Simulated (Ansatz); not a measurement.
# CH2Mn: the cost of one run

Program: Ansatz 0.2.0, Gaussian basis. Level of theory: def2-SVP, all electrons in the functionals. These are calculated values, not measurements.

The runs, in order: wB97M-V, at 1.625 Å; 1.832 Å; 2.013 Å; 2.251 Å; 2.508 Å; 2.804 Å; 3.146 Å; 3.738 Å; 4.406 Å; 5.410 Å; 6.876 Å.

19 further runs of the same task are left out: 2 for a mislabelled method, 1 for a known fault of the program, 13 that didn't finish, 3 set aside as unsound or not needed.

### 1 The geometry

The geometry derives from a PBE0/def2-TZVP stationary point (not a proven minimum). One bond is set to the value named and the two fragments are kept rigid.

4 atoms, charge 0, spin multiplicity 6.

Atoms are counted from 1 here; the program's logs count them from 0.

Bond lengths: Mn1–C2 2.013 Å, C2–H3 1.096 Å, C2–H4 1.096 Å. Angles: Mn1–C2–H3 125.6°, Mn1–C2–H4 125.6°, H3–C2–H4 108.7°.

No dispersion term is added; wB97M-V holds VV10 nonlocal correlation.

The geometry shown and the zero of energy belong to the point 2.013 Å. The yardstick, UCCSD(T), and other wave-function levels (R restricted, U unrestricted, valence and pair active spaces) come from earlier runs.

### 2 wB97M-V, 1.625 Å

in.yaml

```yaml
crystal:
  periodic: [false, false, false]
  atoms:
    - {symbol: Mn, position_ang: [0.000000, 0.000000, 0.349172]}
    - {symbol: C, position_ang: [0.000000, 0.000000, -1.275828]}
    - {symbol: H, position_ang: [0.000000, 0.890458, -1.914433]}
    - {symbol: H, position_ang: [0.000000, -0.890458, -1.914433]}
basis:
  gaussian: {orbitals: def2-SVP}
magnetization: {spin_polarized: true, initial_magnetization: 5}
hamiltonian: {xc: {name: wB97M-V}}
output: {forces: true, orbitals: {seedname: orbitals}}
```

Command:

```bash
ansatz run in.yaml --threads 1 --pin off --events-out ev --progress --plain --max-ram 2393MiB
```

**Question.** How long does this run take on 1 thread of Intel Xeon Platinum 8488C, shared host, and how much memory does it need?

About 17 s, with a peak of 0.26 GiB.
